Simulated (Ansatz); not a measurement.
# GeH₅ (doublet): from Hartree-Fock to the top rungs at distance Ge1–H5 along a hydrogen transfer = 2.005 Å, cc-pVDZ

How much of the correlation energy of GeH₅ (doublet) does each wave-function method recover here?

Computed with Ansatz 0.2.0, Gaussian basis. Level: cc-pVDZ, core rule «outside noble gas», up to 14 orbitals frozen.

To be run: UHF; CCSD(T) on ROHF; CCSD(T) on UHF; BCCD(T) on ROHF; CISD; CCSDT(Q) on ROHF; CCSDT(Q) on UHF; CASSCF and MRCISD+Q, 3 electrons in 3 orbitals; CASSCF and NEVPT2, 3 electrons in 3 orbitals; CASSCF and MRCISD+Q, 9 electrons in 9 orbitals; CASSCF and MRCISD+Q(relaxed), 9 electrons in 9 orbitals; CASSCF and NEVPT2, 9 electrons in 9 orbitals.

10 further runs of the same task are left out: 2 for a mislabelled method, 5 that didn't finish, 3 set aside as unsound or not needed.

## (1) What is computed

The geometry derives from fragments relaxed apart (PBE0/def2-TZVP) and kept rigid, so it is no stationary point. A hydrogen atom is moved between rigid fragments. No spin-orbit coupling is included. The filled d shell of Ge may be among the frozen orbitals whatever the setting's name suggests; the logs give the count.

6 atoms, charge 0, spin multiplicity 2.

Atoms are counted from 1 here; the program's logs count them from 0.

Bond lengths: Ge1–H2 1.534 Å, Ge1–H3 1.534 Å, Ge1–H4 1.534 Å. Angles: H2–Ge1–H3 109.5°, H2–Ge1–H4 109.5°, H3–Ge1–H4 109.5°.

## (2) UHF

Input file in.yaml:

```yaml
crystal:
  periodic: [false, false, false]
  atoms:
    - {symbol: Ge, position_ang: [-0.044229, 0.000000, 0.000000]}
    - {symbol: H, position_ang: [-0.555679, 1.446599, 0.000000]}
    - {symbol: H, position_ang: [-0.555679, -0.723300, 1.252791]}
    - {symbol: H, position_ang: [-0.555679, -0.723299, -1.252792]}
    - {symbol: H, position_ang: [1.960771, 0.000000, 0.000000]}
    - {symbol: H, position_ang: [2.893771, 0.000000, 0.000000]}
basis:
  gaussian: {orbitals: cc-pVDZ}
magnetization: {spin_polarized: true, initial_magnetization: 1}
hamiltonian: {xc: hf}
output: {orbitals: {seedname: orbitals}}
```

Launch:

```
$ ansatz run in.yaml --threads 1 --pin off --events-out ev --progress --plain --max-ram 2393MiB
```

Further steps of the session: CCSD(T) on ROHF; CCSD(T) on UHF; BCCD(T) on ROHF; CISD; CCSDT(Q) on ROHF; CCSDT(Q) on UHF; CASSCF and MRCISD+Q, 3 electrons in 3 orbitals; CASSCF and NEVPT2, 3 electrons in 3 orbitals; CASSCF and MRCISD+Q, 9 electrons in 9 orbitals; CASSCF and MRCISD+Q(relaxed), 9 electrons in 9 orbitals; CASSCF and NEVPT2, 9 electrons in 9 orbitals.

Q: Predict the results of all the runs planned. Wanted: UCCSDT(Q) below the RHF energy; RMP2 from UCCSDT(Q); UMP2 from UCCSDT(Q); RCCSD from UCCSDT(Q); RCCSD(T) from UCCSDT(Q); UCCSD(T) from UCCSDT(Q); RCCSDT(Q) from UCCSDT(Q); NEVPT2 pair from UCCSDT(Q); NEVPT2 valence from UCCSDT(Q).

The runs gave:

| quantity | value |
| --- | --- |
| UCCSDT(Q) below the RHF energy | -4.5423 eV |
| RMP2 from UCCSDT(Q) | +102.2 kJ/mol |
| UMP2 from UCCSDT(Q) | +102.2 kJ/mol |
| RCCSD from UCCSDT(Q) | +9.6 kJ/mol |
| RCCSD(T) from UCCSDT(Q) | +2.3 kJ/mol |
| UCCSD(T) from UCCSDT(Q) | +2.1 kJ/mol |
| RCCSDT(Q) from UCCSDT(Q) | +0.3 kJ/mol |
| NEVPT2 pair from UCCSDT(Q) | +91.3 kJ/mol |
| NEVPT2 valence from UCCSDT(Q) | +75.6 kJ/mol |
| MRCISD+Q valence from UCCSDT(Q) | +1.2 kJ/mol |
| levels within 1 kcal/mol (43 meV) | RCCSD(T), UCCSD(T), BCCD(T), RCCSDT, UCCSDT, RCCSDT(Q), MRCISD+Q valence, MRCISD+Q(relaxed) valence |
| T1 diagnostic | 0.021 |
| effectively unpaired electrons | 1.02 |

What this shows: RCCSD(T) lands +2.3 kJ/mol from the yardstick (0.5 % of the correlation energy). One determinant dominates. Of the multireference levels listed MRCISD+Q valence comes nearest in total energy (+1.2 kJ/mol), which doesn't show that its space is the better one. These misses are within one basis, not against nature; the frozen cores of restricted and unrestricted runs differ, which can shift their rows.
